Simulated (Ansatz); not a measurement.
**TiPd2: how the settings move a single-point run**

Aim: see which settings change the result for TiPd2, by how much, and at what cost.

Program: Ansatz 0.2.0. Level of theory: reference: DFT, LDA, norm-conserving pseudopotentials, Ansatz's default files, scalar-relativistic. These are calculated values, not measurements.

2 further runs of the same task are left out: 2 that didn't finish.

## Step 1: The system as given

The structure is orthorhombic, space group Immm (No. 71). The conventional cell has a = 2.048 Å, b = 2.876 Å, c = 6.206 Å, α = 90.00°, β = 90.00°, γ = 90.00°. Ti (site symmetry mmm) has 10 Pd at 2.03 to 2.09 Å and 2 Ti at 2.05 Å as nearest neighbours. Pd (site symmetry mm2) has 7 Pd at 2.02 to 2.07 Å and 5 Ti at 2.03 to 2.09 Å as nearest neighbours.

Structure file:

```cif
data_structure
_symmetry_space_group_name_H-M 'Immm'
_symmetry_Int_Tables_number 71
_cell_length_a 2.0478
_cell_length_b 2.8757
_cell_length_c 6.2056
_cell_angle_alpha 90.000
_cell_angle_beta 90.000
_cell_angle_gamma 90.000
_cell_volume 36.54
loop_
_atom_site_label
_atom_site_type_symbol
_atom_site_symmetry_multiplicity
_atom_site_Wyckoff_symbol
_atom_site_fract_x
_atom_site_fract_y
_atom_site_fract_z
_atom_site_occupancy
Ti1 Ti 2 a 0.00000 0.00000 0.00000 1
Pd1 Pd 4 i 0.00000 0.00000 0.66263 1
```

## Step 2: Baseline

input.yaml reads:

```yaml
crystal:
  lattice:
    - [-1.0238950821, 1.4378646786, 3.1027940845]
    - [1.0238950821, -1.4378646786, 3.1027940845]
    - [1.0238950821, 1.4378646786, -3.1027940845]
  atoms:
    - { symbol: Ti, position: [0.0, 0.0, 0.0] }
    - { symbol: Pd, position: [0.6626304841, 0.6626304841, 0.0] }
    - { symbol: Pd, position: [0.3373695159, 0.3373695159, 0.0] }
kpoints:
  mp_grid: { grid: [16, 16, 16] }
scf:
  occupations: { method: fermi_dirac, width: 0.05 }
hamiltonian:
  xc: lda
  pseudopotentials: { kind: nc }
output:
  forces: true
  stress: true
  eigenvalues: true
  populations: true
```

Command:

```sh
$ ansatz run input.yaml --threads 1 --pin off --max-ram 3072MiB --backend cpu --events-out ev --progress --plain --runs-dir out
```

## Step 3: Variant: occupations.method gaussian, occupations.width 0.3

Edit input.yaml of step 2 so:

```diff
@@ -12,3 +12,3 @@
 scf:
-  occupations: { method: fermi_dirac, width: 0.05 }
+  occupations: { method: gaussian, width: 0.3 }
 hamiltonian:
```

**Question.** What will these runs give? Wanted: for each run, ending; energy change; pressure; gap; force.

**Answer**, as computed:

```
                                                  run     ending        energy change  pressure (GPa)  gap (eV)  force (eV/Å)  cycles  time
                                            reference  converged                    0          1216.6      0.00          0.01       8  43 s
1: occupations.method gaussian, occupations.width 0.3  converged  -0.2 meV/atom (σ→0)          1217.0      0.00          0.02       8  42 s
```

Residual by cycle in the longest SCF loop of each run; runs are numbered as in the table. The quantity is the density residual dr2, in eV.

```
cycle  reference   run 1
    1        136     136
    2       3.13    3.13
    3      0.498    0.49
    4       0.03  0.0311
    5     7.5e-4  7.1e-4
    6     3.3e-5  3.3e-5
    7     7.3e-7  7.9e-7
    8     2.6e-8  2.8e-8
```

**Reading.** Changing the smearing moves the energy by -0.2 meV/atom (σ→0 values), and the pressure goes from 1216.6 to 1217.0 GPa. The structure is not at rest: the sound run finds 1217 GPa, so these are no properties of the relaxed crystal. 
